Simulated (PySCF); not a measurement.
# C4H3BO2: the cost of one run

Programs: PySCF 2.14.0, with density-fitted response routines of our own. Each step states its level of theory. These are calculated values for one molecule in the gas phase, unless marked as measured. Atoms are numbered from 0 throughout.

## (1) The molecule as given

10 atoms, charge 0, multiplicity 1; geometry from: GFN2-xTB. The atoms were then displaced at random by about 0.01 Å, so the start is not that level's minimum.

Bonds of the start (Å): C0–C1 1.23, C1–C2 1.37, C2–C3 1.16, C3–B4 1.58, B4–O5 1.34, B4–O6 1.35, C0–H7 1.04, O5–H8 0.95, O6–H9 0.95.

## (2) Geometry optimisation at PBE0-D3(BJ)/def2-SVP

The job: settings as JSON, then the geometry in Å.

```
{"job": {"xc": "PBE0", "basis": "def2-SVP", "d3": "d3bj", "grid": 1, "shake": 0.01, "kind": "geom"}, "charge": 0, "multiplicity": 1}
C      3.512190    -0.033050    -0.095830
C      2.281210    -0.010000    -0.103880
C      0.907700    -0.002670    -0.119480
C     -0.251890     0.009710    -0.122320
B     -1.828360    -0.001390    -0.148550
O     -2.534350    -1.137300    -0.271260
O     -2.531260     1.146020    -0.026740
H      4.555620    -0.004910    -0.103100
H     -2.020330    -1.938970    -0.331050
H     -2.040120     1.951620     0.076970
```

Started as:

```
OMP_NUM_THREADS=1 python probes_run.py task.json out
```

The driver reads the jobs from task.json and runs them one after another.

Q: Estimate the wall time and peak memory of this first job on 1 thread of Arm Neoverse V2, shared host.

About 38 s, with a peak of 0.44 GiB.
